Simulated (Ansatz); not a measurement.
# FeGe (B20): the cost of one run

Method: DFT LDA, scalar-relativistic, plane waves, PAW, in Ansatz 0.2.0.

## 1. The system as given

It takes space group P2_13 (No. 198, cubic). Conventional cell: a = 4.452 Å, b = 4.452 Å, c = 4.452 Å, α = 90.00°, β = 90.00°, γ = 90.00°. Fe (site symmetry 3) is surrounded by 7 Ge at 2.26 to 2.51 Å. Ge (site symmetry 3) has 7 Fe at 2.26 to 2.51 Å as nearest neighbours.

Structure file:

```
CELL_PARAMETERS angstrom
4.45169 0.00000 0.00000
0.00000 4.45169 0.00000
0.00000 0.00000 4.45169
ATOMIC_POSITIONS crystal
Fe 0.13522 0.13522 0.13522
Fe 0.36478 0.86478 0.63522
Fe 0.63522 0.36478 0.86478
Fe 0.86478 0.63522 0.36478
Ge 0.84186 0.84186 0.84186
Ge 0.65814 0.15814 0.34186
Ge 0.34186 0.65814 0.15814
Ge 0.15814 0.34186 0.65814
```

## 2. Volume × 0.85

Contents of input.yaml:

```yaml
crystal:
  lattice:
    - [4.4516870807, 0.0, 0.0]
    - [0.0, 4.4516870807, 0.0]
    - [0.0, 0.0, 4.4516870807]
  atoms:
    - { symbol: Fe, position: [0.13522, 0.13522, 0.13522] }
    - { symbol: Fe, position: [0.36478, 0.86478, 0.63522] }
    - { symbol: Fe, position: [0.63522, 0.36478, 0.86478] }
    - { symbol: Fe, position: [0.86478, 0.63522, 0.36478] }
    - { symbol: Ge, position: [0.84186, 0.84186, 0.84186] }
    - { symbol: Ge, position: [0.65814, 0.15814, 0.34186] }
    - { symbol: Ge, position: [0.34186, 0.65814, 0.15814] }
    - { symbol: Ge, position: [0.15814, 0.34186, 0.65814] }
scf:
  occupations: { method: gaussian, width: 0.03 }
output:
  forces: true
  stress: true
  eigenvalues: true
  write_density: true
  write_potential: true
  elf: true
  volumetric_format: npy
hamiltonian:
  xc: lda
basis:
  ecutwfc: 500
kpoints:
  mp_grid: { grid: [10, 10, 10] }
relax:
  f_tol: 0.005
  max_steps: 25
```

Started as:

```bash
> ansatz run input.yaml --threads 4 --pin off --max-ram 10240MiB --backend cpu --events-out ev --progress --plain --runs-dir out
```

Q: Estimate wall time and peak memory on 4 threads of Intel Xeon Platinum 8488C (Sapphire Rapids), shared host.

About 57 s, with a peak of 0.86 GiB.
